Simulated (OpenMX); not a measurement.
Crystal: HfIn4SiO6.

```
Hf In Si O
1.0
     5.27743    0.00000    0.00000
    -2.63872    4.57039    0.00000
     0.00000    0.00000   10.55905
Hf In Si O
1 4 1 6
Direct
  0.00000 0.00000 0.00000
  0.33333 0.66667 0.30446
  0.33333 0.66667 0.69554
  0.66667 0.33333 0.78919
  0.66667 0.33333 0.21081
  0.33333 0.66667 0.00000
  0.30634 0.37162 0.89972
  0.62838 0.69366 0.10028
  0.62838 0.93471 0.89972
  0.06529 0.37162 0.10028
  0.06529 0.69366 0.89972
  0.30634 0.93471 0.10028
```

The cell was built by a generator and needn't be a form met in nature.

Base run:

```yaml
Program: OpenMX 3.8.5
Functional: PBE
Potentials_or_basis: OpenMX 2013 PBE set, Hf7.0-s3p2d2f1, In7.0-s3p2d2, Si7.0-s2p2d1, O6.0-s2p2d1, grid cutoff 500 Ry
k_mesh: 7 × 7 × 3
Occupations: fermi-dirac, width 0.05 eV
Spin: no spin polarisation
```

Its results: band gap on the k mesh 0.26 eV, indirect (least direct gap 1.78 eV); pressure 0.4 GPa; largest force 0.409 eV/Å.

Question: The run is repeated on the same cell with these changes: functional from PBE to LDA; potentials or basis from OpenMX 2013 PBE set, Hf7.0-s3p2d2f1, In7.0-s3p2d2, Si7.0-s2p2d1, O6.0-s2p2d1, grid cutoff 500 Ry to OpenMX 2013 LDA set, Hf7.0-s3p2d2f1, In7.0-s3p2d2, Si7.0-s2p2d1, O6.0-s2p2d1, grid cutoff 500 Ry. What comes out?

Answer: Band gap on the k mesh 0.32 eV, indirect (least direct gap 1.83 eV); pressure -4.9 GPa; largest force 0.563 eV/Å.

Caveats: spin-orbit coupling is left out, which moves the levels of the heavy elements; the basis of atomic orbitals isn't converged, which shifts pressures, moduli and gaps.

A k mesh can miss the band edges.

Not every run made on this cell is shown here.
